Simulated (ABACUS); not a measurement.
Crystal: Ta3AsAu2O13.

```
Ta As Au O
1.0
     5.45204    0.00000    0.00000
    -2.72602    4.72161    0.00000
     0.00000    0.00000    9.57902
Ta As Au O
3 1 2 13
Direct
  0.00000 0.00000 0.19408
  0.00000 0.00000 0.80592
  0.66667 0.33333 0.00000
  0.00000 0.00000 0.50000
  0.33333 0.66667 0.27428
  0.33333 0.66667 0.72572
  0.00000 0.00000 0.00000
  0.23947 0.97129 0.36402
  0.02871 0.26818 0.36402
  0.73182 0.76053 0.36402
  0.23947 0.97129 0.63598
  0.02871 0.26818 0.63598
  0.73182 0.76053 0.63598
  0.38452 0.33425 0.85844
  0.66575 0.05026 0.85844
  0.94974 0.61548 0.85844
  0.38452 0.33425 0.14156
  0.66575 0.05026 0.14156
  0.94974 0.61548 0.14156
```

The cell was built by a generator and needn't be a form met in nature.

Base run:

| Property | Result |
| --- | --- |
| Program | ABACUS 3.10.1 |
| Functional | SOGGA |
| Potentials or basis | PseudoDojo NC SR 0.4.1 PBE standard |
| Cutoff | 1361 eV |
| Density cutoff | 5442 eV |
| Basis | DZP LCAO (the cutoffs set its grid) |
| k mesh | 6 × 6 × 3 |
| Occupations | fermi-dirac, width 0.05 eV |
| Spin | no spin polarisation |

Its results: band gap on the k mesh none (metal or under the smearing width); pressure -4.8 GPa; largest force 0.432 eV/Å.

**Question.** The run is repeated on the same cell with these changes: functional from SOGGA to PBE. What comes out?

**Answer.** Band gap on the k mesh none (metal or under the smearing width); pressure 1.8 GPa; largest force 0.462 eV/Å.

PBE binds less tightly than SOGGA, so the same cell stands under more pressure.

Caveats: the atomic orbitals were generated for these runs and aren't a published set; the basis of atomic orbitals isn't converged, which shifts pressures, moduli and gaps; the potentials were made for another functional, which shifts forces and pressure (some runs).
